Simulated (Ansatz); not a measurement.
# CHBF₄O: one species, many methods

One table from this session's results is given with a row withheld; the runs are named, their logs left out.

Computed with Ansatz 0.2.0, Gaussian basis. Level: functionals in def2-TZVPP, the program's frozen cores in correlated methods.

The runs, in order: LDA (SPW92), PBE-D4, revPBE-D4, BLYP-D4, r2SCAN-D4, B97M-V, PBE0-D4, B3LYP-D4, r2SCANh-D4, r2SCAN0-D4, HSE06-D4, BHLYP-D4, CAM-B3LYP-D4, LC-ωPBE, ωB97X-V, ωB97M-V, B2PLYP, PBE-QIDH; CCSD(T)/def2-SVP; CCSD(T)/def2-TZVPP; MP2/def2-QZVPP; extrapolation to the limit; RPA on PBE.

## The relaxed structure

An earlier PBE0-D4 in a triple-zeta def2 set relaxation fixed the geometry.

SMILES `FBOC(F)(F)F`, 8 atoms, charge 0, spin multiplicity 1.

Atoms are counted from 1 here; the program's logs count them from 0.

Bond lengths: F1–B2 1.311 Å, B2–O3 1.369 Å, B2–H8 1.189 Å, O3–C4 1.351 Å, C4–F5 1.320 Å, C4–F6 1.332 Å, C4–F7 1.332 Å. Angles: F1–B2–O3 115.5°, F1–B2–H8 121.4°, O3–B2–H8 123.1°, B2–O3–C4 121.9°, O3–C4–F5 108.7°, O3–C4–F6 111.6°, O3–C4–F7 111.6°, F5–C4–F6 108.5°, F5–C4–F7 108.5°, F6–C4–F7 107.8°.

Set-up of the first run:

Input file in.yaml:

```yaml
crystal:
  periodic: [false, false, false]
  atoms:
    - {symbol: F, position_ang: [-0.900632, -2.205504, -0.921432]}
    - {symbol: B, position_ang: [-0.158940, -1.311306, -0.313749]}
    - {symbol: O, position_ang: [-0.602887, -0.019523, -0.399560]}
    - {symbol: C, position_ang: [0.062157, 1.004583, 0.179130]}
    - {symbol: F, position_ang: [-0.590107, 2.125850, -0.065869]}
    - {symbol: F, position_ang: [0.152572, 0.847717, 1.498911]}
    - {symbol: F, position_ang: [1.298887, 1.121037, -0.302075]}
    - {symbol: H, position_ang: [0.831050, -1.620054, 0.268845]}
basis:
  gaussian: {orbitals: def2-TZVPP}
hamiltonian: {xc: lda}
output: {orbitals: {seedname: orbitals}}
```

Command:

```
> ansatz run in.yaml --threads 4 --pin off --events-out ev --progress --plain --max-ram 10444MiB
```

Among the steps run: LDA; PBE-D4 (GGA); revPBE-D4 (GGA); BLYP-D4 (GGA); r2SCAN-D4 (meta-GGA); B97M-V (meta-GGA); PBE0-D4 (hybrid); B3LYP-D4 (hybrid); r2SCANh-D4 (hybrid); r2SCAN0-D4 (hybrid); HSE06-D4 (hybrid); BHLYP-D4 (hybrid); CAM-B3LYP-D4 (range-separated); LC-ωPBE (range-separated); ωB97X-V (range-separated); ωB97M-V (range-separated); B2PLYP (double hybrid); PBE-QIDH (double hybrid).

One of the session's tables, all rows but one given; the rest of the session is left out.

It belongs to the step «Orbital energies across the functionals». 

| functional | HOMO (eV) | gap (eV) |
| --- | --- | --- |
| LDA (SPW92) | -9.21 | 7.23 |
| PBE-D4 | -9.05 | 7.44 |
| revPBE-D4 | -8.98 | 7.51 |
| BLYP-D4 | -9.01 | 7.50 |
| r2SCAN-D4 | -9.48 | 8.28 |
| B97M-V | -9.59 | 8.33 |
| PBE0-D4 | -10.80 | 10.22 |
| B3LYP-D4 | -10.58 | 9.71 |
| r2SCANh-D4 | -10.13 | 9.28 |
| r2SCAN0-D4 | -11.09 | 10.77 |
| HSE06-D4 | -10.38 | 9.42 |
| BHLYP-D4 | -12.53 | 12.94 |
| CAM-B3LYP-D4 | -12.37 | 12.85 |
| LC-ωPBE | ? | ? |
| ωB97X-V | -13.35 | 15.04 |
| ωB97M-V | -13.21 | 14.62 |

Estimate the missing values for LC-ωPBE.

**Answer.** HOMO (eV): -13.69; gap (eV): 15.50. In the column «HOMO (eV)» it is the lowest.
